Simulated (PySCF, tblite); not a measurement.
# C₂H₉FO₂Si₂: geometry, infrared bands and NMR shifts

What infrared bands and NMR shifts should C₂H₉FO₂Si₂ (`O[SiH2]O[SiH2]CCF`) show?

The runs use tblite 0.8.0 and PySCF 2.14.0, with density-fitted response routines of our own; the level of theory stands in each step. All values are computed, except where a source is named. Atoms count from 0, in the outputs and in this text.

## 1. The starting structure

16 atoms, charge 0, multiplicity 1; geometry from: force field or distance geometry start.

Bonds of the start (Å): O0–Si1 1.66, Si1–O2 1.63, O2–Si3 1.67, Si3–C4 1.87, C4–C5 1.51, C5–F6 1.36, O0–H7 0.98, Si1–H8 1.49, Si1–H9 1.47, Si3–H10 1.47, Si3–H11 1.48, C4–H12 1.10, C4–H13 1.10, C5–H14 1.09, C5–H15 1.10.

## 2. Geometry optimisation with GFN2-xTB

Job settings and geometry (Å):

```
{"job": {"kind": "relax", "xc": "GFN2-xTB", "basis": "xTB"}, "charge": 0, "multiplicity": 1}
O      1.743600    -1.537800     0.859200
Si     2.334300    -0.001900     0.667200
O      1.098300     1.042300     0.455000
Si    -0.110300     1.376400    -0.648800
C     -1.241800    -0.083000    -0.955200
C     -1.894300    -0.667600     0.276000
F     -0.938400    -1.299900     1.016800
H      0.806800    -1.569500     1.139800
H      3.092800     0.362600     1.897700
H      3.235500     0.024800    -0.491800
H      0.497100     1.809500    -1.919000
H     -0.929000     2.490800    -0.121200
H     -2.030500     0.244700    -1.644700
H     -0.660500    -0.866200    -1.469100
H     -2.641500    -1.406700     0.004800
H     -2.369400     0.090500     0.921900
```

On the command line:

```console
OMP_NUM_THREADS=1 python probes_run.py task.json out
```

This one command runs all jobs of the session in turn.

**Question.** This job is followed by: GFN2-xTB harmonic vibrations, gas phase; GIAO PBE0/pcSseg-1 NMR shielding, non-relativistic, gas phase. What will the session give for the following? strongest single infrared mode (GFN2-xTB); zero-point energy (GFN2-xTB); 13C shifts against TMS (PBE0/pcSseg-1); 1H shifts against TMS (PBE0/pcSseg-1, means over atoms taken as alike); 17O shifts against H2O (PBE0/pcSseg-1); 29Si shifts against TMS (PBE0/pcSseg-1); 19F shifts against CFCl3 (PBE0/pcSseg-1).

The runs gave:

| quantity | value |
| --- | --- |
| strongest single infrared mode (GFN2-xTB) | 1106 cm⁻¹, 700 km/mol |
| zero-point energy (GFN2-xTB) | 68.0 kcal/mol |
| 13C shifts against TMS (PBE0/pcSseg-1) | 88.4, 23.4 ppm |
| 1H shifts against TMS (PBE0/pcSseg-1, means over atoms taken as alike) | 5.31, 5.24, 4.91, 2.84, 1.05 ppm |
| 17O shifts against H2O (PBE0/pcSseg-1) | 60.8, 52.8 ppm |
| 29Si shifts against TMS (PBE0/pcSseg-1) | -26.1, -39.9 ppm |
| 19F shifts against CFCl3 (PBE0/pcSseg-1) | -245.5 ppm |

What this shows: Over 66 steps the energy fell by 0.321 eV; of the close pairs, O2–Si3 changed most, 1.671 to 1.606 Å. No mode is imaginary among the 42: a minimum at this level. The strongest single mode, at 1106 cm⁻¹, moves mainly O2. Unscaled tight-binding wavenumbers are off by several per cent, some by more. Its intensities can rank the bands wrongly. At PBE0/pcSseg-1: The widest tensor belongs to O2: span 124 ppm, with a paramagnetic part of -125 ppm.
